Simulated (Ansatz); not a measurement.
**C2H3BFN (SMILES FB1C=NC1) at r2SCAN/def2-SVP**

What is the vertical singlet–triplet gap of C2H3BFN at r2SCAN/def2-SVP? 

The results are computed with Ansatz 0.2.0.

122 further runs of the same task are left out: 122 set aside as unsound or not needed.

**1. The system as given**

The species is C2H3BFN (8 atoms), meant as a singlet with charge 0. SMILES: `FB1C=NC1`. The coordinates come from a PBE0-D4/def2-TZVP relaxation.

Bond lengths: F1–B2 1.312 Å, B2–C3 1.553 Å, C3–N4 1.291 Å, B2–C5 1.580 Å, N4–C5 1.510 Å, C3–H6 1.087 Å, C5–H7 1.093 Å, C5–H8 1.090 Å. Some angles: F1–B2–C3 135.6°, F1–B2–C5 135.3°, C3–B2–C5 86.1°, B2–C3–N4 90.7°, C3–N4–C5 99.2°, B2–C5–N4 82.2°, B2–C3–H6 145.8°, N4–C3–H6 122.6°, B2–C5–H7 120.5°, B2–C5–H8 118.9°.

**2. The energy at r2SCAN/def2-SVP**

Input file molecule.yaml:

```yaml
crystal:
  periodic: [false, false, false]
  atoms:
    - {symbol: F, position_ang: [0.213200, -1.007300, 1.918400]}
    - {symbol: B, position_ang: [-0.024100, -0.304800, 0.836200]}
    - {symbol: C, position_ang: [0.319000, 1.128500, 0.345800]}
    - {symbol: N, position_ang: [0.303900, 0.728600, -0.881200]}
    - {symbol: C, position_ang: [-0.301700, -0.640600, -0.682300]}
    - {symbol: H, position_ang: [0.656500, 2.120900, 0.633900]}
    - {symbol: H, position_ang: [0.257100, -1.432700, -1.186200]}
    - {symbol: H, position_ang: [-1.331600, -0.649700, -1.040300]}
basis:
  gaussian: {orbitals: def2-SVP}
magnetization: {spin_polarized: false}
hamiltonian: {xc: {name: r2SCAN}}
accuracy: high
output: {orbitals: {seedname: orbitals}}
```

Run with:

```bash
$ ansatz run molecule.yaml --threads 1 --pin off --max-ram 3480MiB --events-out events.jsonl --progress --plain --runs-dir runs
```

The log of the run:

```text
Warning: RAYON_NUM_THREADS=1 ignored (pool sized by the plan → 1); use --threads N
Functional definition: r2SCAN
  name "r2SCAN"
  parameter k0 = 0.174
  parameter k1 = 0.065
  parameter a1 = 4.9479
  exchange = r2scan_x(k0 = k0, k1 = k1, a1 = a1)
  correlation = r2scan_c
2019 factors; integrals over basis functions are off by at most 3.4e-9 eV
mean field evaluation 1: about -6991.3211 eV, gradient 4.7e1 eV
mean field evaluation 2: about -6986.6299 eV, gradient 6.3e1 eV
mean field evaluation 4: about -6996.5725 eV, gradient 3.4e0 eV
mean field evaluation 8: about -6996.5997 eV, gradient 1.6e-1 eV
mean field evaluation 16: about -6996.5998 eV, gradient 2.6e-5 eV
mean field -6996.59977971 eV, -257.1202994386 hartree, gradient 1.9e-8 eV, S^2 0.000000; 0 other end points of the search recorded, 0 dependent functions left out
reference -6996.59978038 eV, -257.1202994634 hartree; 18, 18 occupied and 67, 67 virtual orbitals, 2019 factors
Total energy: -6996.59978038 eV, -257.1202994634 hartree
```

It took 9 s on 1 thread of Arm Neoverse V2, shared host; peak memory 0.27 GiB.

**3. The triplet at the same level**

Input file in.yaml:

```yaml
crystal:
  periodic: [false, false, false]
  atoms:
    - {symbol: F, position_ang: [0.213200, -1.007300, 1.918400]}
    - {symbol: B, position_ang: [-0.024100, -0.304800, 0.836200]}
    - {symbol: C, position_ang: [0.319000, 1.128500, 0.345800]}
    - {symbol: "N", position_ang: [0.303900, 0.728600, -0.881200]}
    - {symbol: C, position_ang: [-0.301700, -0.640600, -0.682300]}
    - {symbol: H, position_ang: [0.656500, 2.120900, 0.633900]}
    - {symbol: H, position_ang: [0.257100, -1.432700, -1.186200]}
    - {symbol: H, position_ang: [-1.331600, -0.649700, -1.040300]}
basis:
  gaussian:
    orbitals: def2-SVP
hamiltonian:
  xc: {name: r2SCAN}
accuracy: high
output: {orbitals: {seedname: orbitals}}
magnetization:
  spin_polarized: true
  initial_magnetization: 2
```

Run with:

```bash
$ ansatz run in.yaml --threads 1 --pin off --max-ram 3480MiB --events-out events.jsonl --progress --plain --runs-dir runs
```

The log of the run (excerpt; [...] marks lines left out):

```text
Warning: RAYON_NUM_THREADS=1 ignored (pool sized by the plan → 1); use --threads N
[... 7 set-up lines as earlier in the session ...]
2019 factors; integrals over basis functions are off by at most 3.4e-9 eV
mean field evaluation 1: about -6988.6152 eV, gradient 3.3e1 eV
mean field evaluation 2: about -6986.1920 eV, gradient 3.9e1 eV
mean field evaluation 4: about -6993.8047 eV, gradient 3.2e0 eV
mean field evaluation 8: about -6993.8516 eV, gradient 4.0e-1 eV
mean field evaluation 16: about -6993.8524 eV, gradient 1.2e-3 eV
mean field -6993.85242119 eV, -257.0193358753 hartree, gradient 2.2e-8 eV, S^2 2.008576; 0 other end points of the search recorded, 0 dependent functions left out
reference -6993.85242298 eV, -257.0193359412 hartree; 19, 17 occupied and 66, 68 virtual orbitals, 2019 factors
Total energy: -6993.85242298 eV, -257.0193359412 hartree
```

It took 19 s on 1 thread of Arm Neoverse V2, shared host; peak memory 0.4 GiB.

**4. Summary of results**

Level: r2SCAN/def2-SVP.

```
                                        quantity          value
                           singlet: total energy  -257.12030 Eh
                            singlet: HOMO energy       -6.29 eV
                            singlet: LUMO energy       -2.57 eV
                          singlet: HOMO–LUMO gap        3.72 eV
                           triplet: total energy  -257.01934 Eh
     triplet: HOMO energy (highest over α and β)       -3.64 eV
                                   triplet: ⟨S²⟩          2.009
vertical energy of the triplet above the singlet       2.747 eV
```

At this shape the triplet lies 2.75 eV (265 kJ/mol) above the singlet.
